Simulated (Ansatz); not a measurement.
Crystal: Fe4Si.

```
Fe Si
1.0
     0.00000    2.02761    9.46634
     1.52190    0.00000    9.46634
     1.52190    2.02761    0.00000
Fe Si
4 1
Direct
  0.59407 0.59407 0.40593
  0.19797 0.19797 0.80203
  0.80203 0.80203 0.19797
  0.40593 0.40593 0.59407
  0.00000 0.00000 0.00000
```

The cell comes from a database or a generator and needn't be the stable form of this composition.

Base run:

```yaml
Program: Ansatz 0.2.0
Functional: PBEsol
Potentials_or_basis: PseudoDojo stringent (PBEsol files)
Cutoff: 1605 eV
Density_cutoff: 6422 eV
k_mesh: 11 × 11 × 11
Occupations: fermi-dirac, width 0.05 eV
Spin: collinear spin, ferromagnetic start
Starting_moments: "[3.0, 3.0, 3.0, 3.0, 0.0] μB"
```

Its results: band gap on the k mesh none (metal or under the smearing width); pressure -8.9 GPa; net moment 8.93 μB per cell; site moments Fe +1.96, +2.60; Si -0.07 μB; largest force 0.082 eV/Å.

Task: The run is repeated on the same cell with these changes: potentials or basis from PseudoDojo stringent (PBEsol files) to PseudoDojo standard (PBEsol files); cutoff from 1605 eV to 1225 eV; density cutoff from 6422 eV to 4898 eV. What comes out?

Result: Band gap on the k mesh none (metal or under the smearing width); pressure -8.3 GPa; net moment 9.04 μB per cell; site moments Fe +2.00, +2.63; Si -0.07 μB; largest force 0.083 eV/Å.

Not every run made on this cell is shown here.
